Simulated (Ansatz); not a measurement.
# CH6AlF3O: the cost of one run

Method: RKS PBE/cc-pVDZ, in Ansatz 0.2.0.

1 further run of the same task is left out (it didn't finish).

## 1. The system as given

Bond lengths: Al1–C2 2.288 Å, Al1–F3 1.647 Å, Al1–F4 1.640 Å, Al1–O6 2.179 Å, C2–H9 1.089 Å, C2–H10 1.098 Å, C2–H11 1.089 Å, O6–H12 0.954 Å. Angles: Al1–C2–H9 110.7°, Al1–C2–H10 84.3°, Al1–C2–H11 135.0°, H9–C2–H10 106.8°, H9–C2–H11 108.5°, H10–C2–H11 104.8°, C2–Al1–F3 111.8°, C2–Al1–F4 107.6°, C2–Al1–O6 103.6°, F3–Al1–F4 119.7°, F3–Al1–O6 102.8°, F4–Al1–O6 110.2°, Al1–O6–H12 117.8°.

Structure file:

```xyz
12

Al   -0.5032   -0.9520   -0.0925
C     1.0653    0.1316    1.1729
F     0.1581   -1.6199   -1.4445
F    -1.3973   -1.8832    0.9186
H    -0.5699    1.0718   -1.2593
O    -1.7191    0.6666   -0.8979
H     0.7802    0.5206   -0.1379
F     0.6297    1.1188   -1.1793
H     0.5920    0.8574    1.8328
H     1.1140   -0.8158    1.7256
H     2.1049    0.4225    1.0272
H    -2.2547    0.4814   -1.6657
```

## 2. A restrained relaxation towards end A

Springs on the bonds that form and break draw the guess towards this end; the thresholds are loose.

input.yaml

```yaml
crystal:
  periodic: [false, false, false]
  atoms:
    - { symbol: Al, position_ang: [-0.5032, -0.952, -0.0925] }
    - { symbol: C, position_ang: [1.0653, 0.1316, 1.1729] }
    - { symbol: F, position_ang: [0.1581, -1.6199, -1.4445] }
    - { symbol: F, position_ang: [-1.3973, -1.8832, 0.9186] }
    - { symbol: H, position_ang: [-0.5699, 1.0718, -1.2593] }
    - { symbol: O, position_ang: [-1.7191, 0.6666, -0.8979] }
    - { symbol: H, position_ang: [0.7802, 0.5206, -0.1379] }
    - { symbol: F, position_ang: [0.6297, 1.1188, -1.1793] }
    - { symbol: H, position_ang: [0.592, 0.8574, 1.8328] }
    - { symbol: H, position_ang: [1.114, -0.8158, 1.7256] }
    - { symbol: H, position_ang: [2.1049, 0.4225, 1.0272] }
    - { symbol: H, position_ang: [-2.2547, 0.4814, -1.6657] }
basis:
  gaussian: { orbitals: cc-pVDZ }
hamiltonian:
  xc: pbe
relax:
  f_tol: 0.15
  max_steps: 25
  restrain:
    - { distance: [0, 5], at: 3.17, k: 30.0 }
    - { distance: [4, 7], at: 2.18, k: 30.0 }
    - { distance: [6, 1], at: 2.37, k: 30.0 }
    - { distance: [0, 1], at: 1.97, k: 30.0 }
    - { distance: [4, 5], at: 0.97, k: 30.0 }
    - { distance: [6, 7], at: 0.88, k: 30.0 }
```

Command:

```
> ansatz run input.yaml --threads 2 --pin off --max-ram 3072MiB --backend cpu --events-out ev --progress --plain --runs-dir out
```

Q: Estimate wall time and peak memory on 2 threads of Intel Xeon Platinum 8488C (Sapphire Rapids), shared host.

About 25 s, with a peak of 0.17 GiB.
